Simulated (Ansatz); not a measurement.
# TaC3: the cost of one run

Program: Ansatz 0.2.0. Level of theory: DFT PBE, scalar-relativistic, plane waves, PAW. These are calculated values, not measurements.

1 further run of the same task is left out (it didn't finish).

### 1 The structure to begin with

The structure is cubic, space group Fm-3m (No. 225). The conventional cell has a = 5.323 Å, b = 5.323 Å, c = 5.323 Å, α = 90.00°, β = 90.00°, γ = 90.00°. Ta (site symmetry m-3m) has 8 C at 2.31 Å as nearest neighbours. C (site symmetry -43m) has 4 Ta at 2.31 Å and 4 C at 2.31 Å as nearest neighbours. C (site symmetry m-3m) is surrounded by 8 C at 2.31 Å.

Coordinates:

```cif
data_structure
_symmetry_space_group_name_H-M 'P 1'
_symmetry_Int_Tables_number 1
_cell_length_a 3.7641
_cell_length_b 3.7641
_cell_length_c 3.7641
_cell_angle_alpha 60.000
_cell_angle_beta 60.000
_cell_angle_gamma 60.000
_cell_volume 37.71
loop_
_atom_site_label
_atom_site_type_symbol
_atom_site_fract_x
_atom_site_fract_y
_atom_site_fract_z
_atom_site_occupancy
Ta1 Ta 0.00000 0.00000 0.00000 1
C1 C 0.25000 0.25000 0.25000 1
C2 C 0.75000 0.75000 0.75000 1
C3 C 0.50000 0.50000 0.50000 1
```

The cell was relaxed beforehand at this level, from a database cell with other species swapped in; it needn't be the stable form of this composition. At a tolerance of 0.05 Å it has space group Fm-3m (No. 225); it has 9.43 Å³/atom, an uncorrected energy of +2.41 eV/atom over the elements.

### 2 Static run: bands, density of states and charges

The input, input.yaml:

```yaml
crystal:
  lattice:
    - [0.0, 2.6615915503, 2.6615915503]
    - [2.6615915503, 0.0, 2.6615915503]
    - [2.6615915503, 2.6615915503, 0.0]
  atoms:
    - { symbol: Ta, position: [0.0, 0.0, 0.0] }
    - { symbol: C, position: [0.25, 0.25, 0.25] }
    - { symbol: C, position: [0.75, 0.75, 0.75] }
    - { symbol: C, position: [0.5, 0.5, 0.5] }
basis:
  ecutwfc: 420
kpoints:
  mp_grid: { grid: [16, 16, 16] }
  band_path:
    path:
      - [[0.0, 0.0, 0.0], [0.5, 0.0, 0.5], [0.625, 0.25, 0.625]]
      - [[0.375, 0.375, 0.75], [0.0, 0.0, 0.0], [0.5, 0.5, 0.5], [0.5, 0.25, 0.75], [0.5, 0.0, 0.5]]
    npoints: 14
hamiltonian:
  xc: pbe
scf:
  occupations: { method: gaussian, width: 0.1 }
  n_extra_bands: 10
output:
  forces: true
  stress: true
  eigenvalues: true
  populations: true
  dos: { projected: true, de: 0.02, nscf_kmesh: { grid: [20, 20, 20] } }
  bader: true
  write_density: true
  write_potential: true
  elf: true
  volumetric_format: npy
```

Run with:

```
$ ansatz run input.yaml --threads 1 --pin off --max-ram 2560MiB --backend cpu --events-out ev --progress --plain --runs-dir out
```

**Question.** How long does this run take on 1 thread of Intel Xeon Platinum 8259CL at 2.50GHz (Skylake/Cascade Lake), shared host, and how much memory does it need?

About 86 s, with a peak of 0.47 GiB.
